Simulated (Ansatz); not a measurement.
# Li2B3: the cost of one run

Method: DFT PBE, scalar-relativistic, plane waves, PAW, in Ansatz 0.2.0.

### 1 The starting structure

It takes space group P-3m1 (No. 164, trigonal). Conventional cell: a = 3.423 Å, b = 3.423 Å, c = 4.133 Å, α = 90.00°, β = 90.00°, γ = 120.00°. Around Li (site symmetry 3m) lie 8 B at 2.01 to 2.21 Å and 3 Li at 2.28 Å. Around B (site symmetry -3m) lie 6 Li at 2.06 Å. Around B (site symmetry 3m) lie 5 Li at 2.01 to 2.21 Å.

Coordinates:

```cif
data_structure
_symmetry_space_group_name_H-M 'P 1'
_symmetry_Int_Tables_number 1
_cell_length_a 3.4226
_cell_length_b 3.4226
_cell_length_c 4.1325
_cell_angle_alpha 90.000
_cell_angle_beta 90.000
_cell_angle_gamma 120.000
_cell_volume 41.92
loop_
_atom_site_label
_atom_site_type_symbol
_atom_site_fract_x
_atom_site_fract_y
_atom_site_fract_z
_atom_site_occupancy
Li1 Li 0.33333 0.66667 0.13800 1
Li2 Li 0.66667 0.33333 0.86200 1
B1 B 0.00000 0.00000 0.00000 1
B2 B 0.33333 0.66667 0.62500 1
B3 B 0.66667 0.33333 0.37500 1
```

This is candidate A: Ga3Ni2 type (P-3m1, No. 164).

(A quick probe on a coarse mesh, which set the mesh and smearing, is not shown.)

### 3 Coarse relaxation (candidate A)

File input.yaml:

```yaml
crystal:
  lattice:
    - [3.4226294367, 0.0, 0.0]
    - [-1.7113147184, 2.9640840399, 0.0]
    - [0.0, 0.0, 4.1325094096]
  atoms:
    - { symbol: Li, position: [0.3333333333, 0.6666666667, 0.138] }
    - { symbol: Li, position: [0.6666666667, 0.3333333333, 0.862] }
    - { symbol: B, position: [0.0, 0.0, 0.0] }
    - { symbol: B, position: [0.3333333333, 0.6666666667, 0.625] }
    - { symbol: B, position: [0.6666666667, 0.3333333333, 0.375] }
basis:
  ecutwfc: 420
kpoints:
  mp_grid: { grid: [6, 6, 4] }
hamiltonian:
  xc: pbe
scf:
  occupations: { method: gaussian, width: 0.1 }
  lower_state_search: "off"
output:
  forces: true
  stress: true
  eigenvalues: true
relax:
  adjacent_minimum: "off"
  f_tol: 0.04
  max_steps: 70
  cell: { stress_tol: 0.4 }
```

Command:

```
ansatz run input.yaml --threads 1 --pin off --max-ram 2560MiB --backend cpu --events-out ev --progress --plain --runs-dir out
```

What time and memory should one allow on 1 thread of Intel Xeon Platinum 8259CL at 2.50GHz (Skylake/Cascade Lake), shared host?

About 11 s, with a peak of 0.36 GiB.
